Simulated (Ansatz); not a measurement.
Runs of Ansatz 0.2.0 on NaLaMnMoO6. The structure is monoclinic, space group Cm (No. 8). The conventional cell has a = 9.445 Å, b = 5.474 Å, c = 5.485 Å, α = 90.00°, β = 125.39°, γ = 90.00°. Na (site symmetry m) has 7 O at 2.42 to 2.76 Å as nearest neighbours. La (site symmetry m) is surrounded by 7 O at 2.43 to 2.76 Å. Mn (site symmetry m) has 6 O at 1.94 to 1.95 Å as nearest neighbours. Around Mo (site symmetry m) lie 6 O at 1.96 to 1.98 Å. Around O (site symmetry 1) lie 1 Mn at 1.94 Å and 1 Mo at 1.97 Å. O (site symmetry m) has 1 Mn at 1.94 Å and 1 Mo at 1.96 Å as nearest neighbours. O (site symmetry m) has 1 Mn at 1.95 Å and 1 Mo at 1.98 Å as nearest neighbours. O (site symmetry 1) has 1 Mn at 1.94 Å and 1 Mo at 1.97 Å as nearest neighbours. The cell was built by a generator and needn't be a form met in nature.

| potentials or basis | cutoff (eV) | gap on the mesh (eV) | pressure (GPa) | moment (μB) | largest force (eV/Å) |
| --- | --- | --- | --- | --- | --- |
| JTH PAW | 1800 | none | 1.0 | 1.96 | 0.14 |
| PseudoDojo standard (PBE files) | 1497 | none | 0.8 | 2.21 | 0.19 |
| SPMS NC | 1034 | none | 1.2 | (a) | 0.19 |
| Ansatz NC | 1497 | none | 0.6 | 2.09 | 0.14 |
| Ansatz PAW earlier set | 900 | none | 0.3 | (b) | 0.11 |

Alike in all rows: task single point; level PBE; spin collinear, ferromagnetic start; cell as given; k mesh 6 × 6 × 6; smearing fermi-dirac 0.05 eV.

Question: Estimate the missing entries.

Answer: (a) 2.20; (b) 1.95.

Caveats: a cell with one magnetic atom can't hold antiferromagnetic order, which such compounds often take; semilocal functionals often make such compounds metallic where correlation or magnetic order opens a gap, which also shifts bond lengths.

A k mesh can miss the band edges, and the runs leave out spin-orbit coupling on La, Mo.

A gap of «none» marks a metal or a gap under the smearing width.

Not every run made on this cell is shown here.
